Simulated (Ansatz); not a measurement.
# CH₅BOS, SMILES CB(O)S: a single point from an input written key by key

With Ansatz 0.2.0, Python API.

Notebook, run cell by cell (the value of a cell's last expression is shown):

**Cell 1**
```python
import ansatz as az
```

**Cell 2**
```python
deck = {
    'crystal': {
        'periodic': [False, False, False],
        'atoms': [
            {'symbol': 'C', 'position_ang': [0.2177, 0.8579, -0.6652]},
            {'symbol': 'B', 'position_ang': [0.0969, -0.4981, 0.1474]},
            {'symbol': 'O', 'position_ang': [0.8636, -1.5351, -0.1789]},
            {'symbol': 'S', 'position_ang': [-1.097, -0.6457, 1.5272]},
            {'symbol': 'H', 'position_ang': [-0.7116, 1.095, -1.1806]},
            {'symbol': 'H', 'position_ang': [0.4403, 1.7014, -0.014]},
            {'symbol': 'H', 'position_ang': [1.0029, 0.7983, -1.413]},
            {'symbol': 'H', 'position_ang': [0.7822, -2.3524, 0.314]},
            {'symbol': 'H', 'position_ang': [-1.595, 0.5787, 1.4632]},
        ],
    },
    'basis': {'gaussian': {'orbitals': 'def2-SVP'}},
    'hamiltonian': {'xc': 'pbe'},
}
session = az.Session.from_dict(deck)
report = session.plan(threads=1).execute().report
```

**Cell 3**
```python
print(f'E = {report["free_energy_ev"]:.6f} eV = {report["free_energy_ev"] / 27.211386246:.7f} Ha')
print('converged:', report['converged'], ' doubts:', report['published_state_doubts'] or 'none')
symbols = ['C', 'B', 'O', 'S', 'H', 'H', 'H', 'H', 'H']
field = report['mean_field']
print('<S^2> =', round(abs(field['state']['spin_squared']), 4), ' all-electron relativity setting:', field['relativity'])
print('passes:', field['passes'])
if 'symmetry' in field:
    print('occupied orbitals by irrep:', field['symmetry']['occupied'])
```
Output:
```text
E = -14663.880864 eV = -538.8876822 Ha
converged: True  doubts: none
<S^2> = 0.0  all-electron relativity setting: none
passes: {'evaluations': 16, 'products': 11}
occupied orbitals by irrep: [{'A': 20}, {'A': 20}]
```

What to keep in mind:
- Total energies depend on the basis set; only differences at equal settings carry meaning.
- The geometry is a force-field or estimated start, not a minimum of this method, and the basis set is short of its limit.
- Wall time of the script: 2 s on 1 thread of Arm Neoverse V2, on a shared host, peak memory 0.16 GiB.

(Lines on the test bed's own set-up are left out of the output.)
